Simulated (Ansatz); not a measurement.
# BBrCl3H: the cost of one run

Method: PBE0-D4, def2-SVP first, then def2-TZVP; program: Ansatz 0.2.0, Gaussian basis.

152 further runs of the same task are left out: 152 set aside as unsound or not needed.

## (1) The starting structure

The guess: 6 atoms, charge 0, spin multiplicity 1.

Atoms are counted from 1 here; the program's logs count them from 0.

Bond lengths: B1–Cl2 2.031 Å, B1–Cl3 1.729 Å, B1–Cl4 1.729 Å, Cl2–H5 1.600 Å, H5–Br6 1.749 Å. Angles: Cl2–B1–Cl3 111.4°, Cl2–B1–Cl4 111.4°, Cl3–B1–Cl4 122.5°, B1–Cl2–H5 76.2°, Cl2–H5–Br6 130.9°.

As a file:

```xyz
6
BBrCl3H
B    -0.5000   -0.3017   -0.2356
Cl    0.9444    0.8182   -1.1220
Cl   -0.3391   -1.9751   -0.6411
Cl   -2.0253    0.5134   -0.2448
H     1.3417    0.8422    0.4273
Br    0.5784    0.1030    1.8161
```

Distances that are to change: B1–Br6 2.35 Å, Cl2–H5 1.60 Å, B1–Cl2 2.03 Å, H5–Br6 1.75 Å.

## (2) Relaxing the guess with the reacting distances held

File hold/in.yaml:

```yaml
crystal:
  periodic: [false, false, false]
  atoms:
    - {symbol: B, position_ang: [-0.500000, -0.301700, -0.235600]}
    - {symbol: Cl, position_ang: [0.944400, 0.818200, -1.122000]}
    - {symbol: Cl, position_ang: [-0.339100, -1.975100, -0.641100]}
    - {symbol: Cl, position_ang: [-2.025300, 0.513400, -0.244800]}
    - {symbol: H, position_ang: [1.341700, 0.842200, 0.427300]}
    - {symbol: Br, position_ang: [0.578400, 0.103000, 1.816100]}
basis:
  gaussian: {orbitals: def2-SVP}
hamiltonian: {xc: pbe0, dispersion: d4}
relax: {f_tol: 0.04, max_steps: 150, escape_saddle: false, constraints: [{distance: [0, 5]}, {distance: [1, 4]}, {distance: [0, 1]}, {distance: [4, 5]}]}
```

Launch:

```bash
> ansatz run in.yaml --threads 8 --pin off --events-out ev --progress --plain --max-ram 19148MiB
```

**Question.** How long does this run take on 8 threads of Arm Neoverse V1, shared host?

About 5.5 s.
